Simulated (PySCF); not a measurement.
# In₃: structure of the quartet

Aim: relax In₃ as a quartet from a obtuse triangle start, check by its vibrations whether the end is a minimum, and collect its spectrum and constants.

Computed with PySCF 2.14.0. Level: PBE0, basis In def2-TZVP with ECP28, scalar-relativistic core potentials, no spin–orbit coupling, density fitting.

### 1 Starting geometry

3 atoms, charge 0, spin multiplicity 4.

Bond lengths: In1–In2 2.795 Å, In1–In3 2.795 Å. Angles: In2–In1–In3 104.9°.

```xyz
3
charge 0 multiplicity 4
In    0.0000    0.0000    0.0000
In    2.2152    1.7040    0.0000
In   -2.2152    1.7040    0.0000
```

### 2 The SCF at the typed geometry

The steps below are one call of a driver around PySCF. For each, scf.py gives the equivalent set-up of the SCF; relaxations use the driver's own optimiser. After this first run the driver tries any further starts and a stability analysis.

scf.py

```python
from pyscf import gto, scf, dft
mol = gto.M(atom='''
In     0.000000     0.000000     0.000000
In     2.215200     1.704000     0.000000
In    -2.215200     1.704000     0.000000''',
    basis={'In': 'def2-TZVP'},
    ecp={'In': 'def2-TZVP'},
    charge=0, spin=3)
mf = dft.UKS(mol, xc='PBE0')
mf.grids.atom_grid = (50, 194)
aux = {'In': 'def2-universal-JKFIT'}
mf = mf.density_fit(auxbasis=aux)
mf.conv_tol = 1e-08
mf.diis_space = 10
mf.max_cycle = 60
mf.init_guess = 'huckel'
mf.verbose = 4
mf.kernel()
```

Launch:

```sh
OMP_NUM_THREADS=4 python axn.py task.json out
```

Further steps of the session: Obtuse triangle start, quartet: relaxation; Frequencies.

What does the calculation give? Wanted: minimum; geometry; wavenumbers; dipole moment; highest occupied, lowest empty level; polar-tensor charge of In1; zero-point energy; atomisation energy; ⟨S²⟩.

As calculated:

| quantity | value |
| --- | --- |
| minimum | quartet, C2v |
| geometry | In–In 2.928 Å (×2); In–In–In 73.8° |
| wavenumbers (cm⁻¹) | 43 (a1), 116 (b2), 125 (a1) |
| dipole moment | 0.57 D |
| highest occupied, lowest empty level (either spin) | -4.38, -2.55 eV |
| polar-tensor charge of In1 | -0.23 e |
| zero-point energy | 1.7 kJ/mol |
| entropy at 298.15 K | 365.0 J/(mol K) |
| atomisation energy (no zero-point energy) | 274 kJ/mol |
| ⟨S²⟩ | 3.756 |

What this shows: The obtuse triangle start keeps its C2v symmetry and ends in a minimum. In the infrared the band at 116 cm⁻¹ (b2, stretch) leads. Only this shape and spin were tried, so other structures or states may lie lower. Spin–orbit coupling, left out here, can matter for elements this heavy.
